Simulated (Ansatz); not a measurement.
# MnO: the cost of one run

Program: Ansatz 0.2.0. Level of theory: DFT LDA+U (U_eff = 8 eV on Mn d), plane waves, PAW. These are calculated values, not measurements.

### 1 The starting structure

The structure is cubic, space group Fm-3m (No. 225). Conventional cell: a = 4.444 Å, b = 4.444 Å, c = 4.444 Å, α = 90.00°, β = 90.00°, γ = 90.00°. Mn (site symmetry m-3m) has 6 O at 2.22 Å as nearest neighbours. Around O (site symmetry m-3m) lie 6 Mn at 2.22 Å.

Structure file:

```
CELL_PARAMETERS angstrom
0.00000 2.22200 2.22200
4.44400 2.22200 2.22200
4.44400 4.44400 0.00000
ATOMIC_POSITIONS crystal
Mn 0.00000 0.00000 0.00000
O 0.50000 0.50000 0.00000
Mn 0.00000 0.00000 0.50000
O 0.50000 0.50000 0.50000
```

Magnetic order typed: antiferromagnetic, doubled cell 0 1/2 1/2.

An earlier series on this cell reached its lowest free state from «random orbitals: fully mixed, first filling», perhaps among other starts.

### 2 From atoms, default search

The input, input.yaml:

```yaml
crystal:
  lattice:
    - [0.0, 2.22200033, 2.22200033]
    - [4.44400066, 2.22200033, 2.22200033]
    - [4.44400066, 4.44400066, 0.0]
  atoms:
    - { symbol: Mn, position: [0.0, 0.0, 0.0], spin: 5.0 }
    - { symbol: O, position: [0.5, 0.5, 0.0] }
    - { symbol: Mn, position: [0.0, 0.0, 0.5], spin: -5.0 }
    - { symbol: O, position: [0.5, 0.5, 0.5] }
basis:
  ecutwfc: 420
  ecutrho_ratio: 4
kpoints:
  mp_grid: { grid: [7, 7, 7] }
hamiltonian:
  xc: lda
  hubbard:
    sites: [{ site: 0, l: d, u_eff: 8.0 }, { site: 2, l: d, u_eff: 8.0 }]
scf:
  occupations: { method: gaussian, width: 0.05 }
output:
  forces: true
  stress: true
  eigenvalues: true
  populations: true
  hubbard: { sites: [{ site: 0, l: d }, { site: 2, l: d }] }
  write_density: true
  write_potential: true
  elf: true
  volumetric_format: npy
magnetization:
  spin_polarized: true
```

The run is started by

```
> ansatz run input.yaml --threads 2 --pin off --max-ram 3072MiB --backend cpu --events-out ev --progress --plain --runs-dir out
```

**Question.** How long does this run take on 2 threads of Arm Neoverse N1, shared host, and how much memory does it need?

About 7.7 s, with a peak of 0.42 GiB.
